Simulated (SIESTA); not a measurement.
The system is Fe2Ge.

```
Ge Fe
1.0
     4.13287    0.00000    0.00000
    -2.06643    3.57917    0.00000
     0.00000    0.00000    5.00875
Ge Fe
2 4
Direct
  0.33333 0.66667 0.75000
  0.66667 0.33333 0.25000
  0.33333 0.66667 0.25000
  0.66667 0.33333 0.75000
  0.00000 0.00000 0.50000
  0.00000 0.00000 0.00000
```

The cell is a database's computed one.

| Item | Value |
| --- | --- |
| Program | SIESTA 5.4.2 |
| Task | single point |
| Functional | PBEsol |
| Potentials or basis | PseudoDojo 0.4 standard (PBEsol files) |
| Basis | DZP (energy shift 0.003 Ry; two zetas on semicore shells) |
| Grid cutoff | 800 Ry |
| Energy shift | 0.003 Ry |
| k mesh | 8 × 8 × 6 |
| Occupations | fermi-dirac, width 0.05 eV |
| Spin | collinear spin, ferromagnetic start |
| Starting moments | [0.0, 0.0, 3.0, 3.0, 3.0, 3.0] μB |

On this cell: pressure -6.5 GPa; largest force under 0.003 eV/Å; net moment 8.04 μB per cell; site moments Ge -0.26; Fe +1.71, +2.58 μB; band gap on the k mesh none (metal or under the smearing width).

The same run follows on a disturbed copy (atoms moved at random, drawn with an rms of 0.05 Å):

```
Ge Fe
1.0
     4.13287    0.00000    0.00000
    -2.06643    3.57917    0.00000
     0.00000    0.00000    5.00875
Ge Fe
2 4
Direct
  0.31903 0.64465 0.75131
  0.67409 0.32530 0.25562
  0.31960 0.66093 0.24833
  0.66917 0.34005 0.74502
  0.99110 0.99371 0.50197
  0.00839 0.00360 0.00355
```

Q: What changes?

A: The energy (extrapolated to zero smearing) moves by +16.4 meV/atom; pressure -5.7 GPa; largest force 0.997 eV/Å; net moment 8.04 μB per cell; site moments Ge -0.26; Fe +1.71, +1.70, +2.57, +2.58 μB; band gap on the k mesh none (metal or under the smearing width).

Forces on the atoms (eV/Å):
```
Ge   0.232  0.969  0.038
Ge  -0.914 -0.044 -0.318
Fe   0.740  0.086  0.004
Fe  -0.137 -0.692  0.245
Fe   0.137 -0.086  0.055
Fe  -0.058 -0.232 -0.029
```

Stress tensor (GPa, compression positive):
```
-4.00  1.53  0.02
 1.53 -6.65  0.04
 0.02  0.04 -6.52
```

Caveats: short orbitals over semicore shells can move pressures by several GPa; the basis of atomic orbitals isn't converged, which shifts pressures, moduli and gaps.
